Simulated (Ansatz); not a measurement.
# RhCl2: equation of state with PBE

The system is RhCl2.

```
Rh Cl
1.0
     5.68997    0.00000    0.00000
     0.00000    5.68997    0.00000
     0.00000    0.00000    3.72837
Rh Cl
2 4
Direct
  0.50000 0.50000 0.50000
  0.00000 0.00000 0.00000
  0.80262 0.19738 0.50000
  0.19738 0.80262 0.50000
  0.69738 0.69738 0.00000
  0.30262 0.30262 0.00000
```

The cell comes from a database or a generator and needn't be the stable form of this composition.

- Program: Ansatz 0.2.0
- Task: equation of state
- Functional: PBE
- Potentials or basis: Ansatz PAW
- Cutoff: 420 eV
- Density cutoff: 1680 eV
- k mesh: 5 × 5 × 7
- Occupations: fermi-dirac, width 0.05 eV
- Spin: no spin polarisation

| Item | Value |
| --- | --- |
| Equilibrium volume | 19.94 Å³/atom |
| Bulk modulus at fixed shape and positions | 81 GPa |
| Pressure derivative of the bulk modulus | 5.1 |

Energy against volume, from the lowest point:
```csv
volume (Å³/atom),energy (meV/atom)
18.911,14.74
19.313,5.03
19.716,0.31
20.118,0.00
20.521,3.59
20.923,10.63
21.325,20.71
```

All runs of the series together: 53 s on 2 threads of Intel(R) Xeon(R) Processor @ 2.50GHz (Skylake/Cascade Lake) (shared host).

Caveat: the cell was scaled at fixed shape and fractional positions, which overstates the stiffness of a crystal with free parameters, most of all of layers and chains.
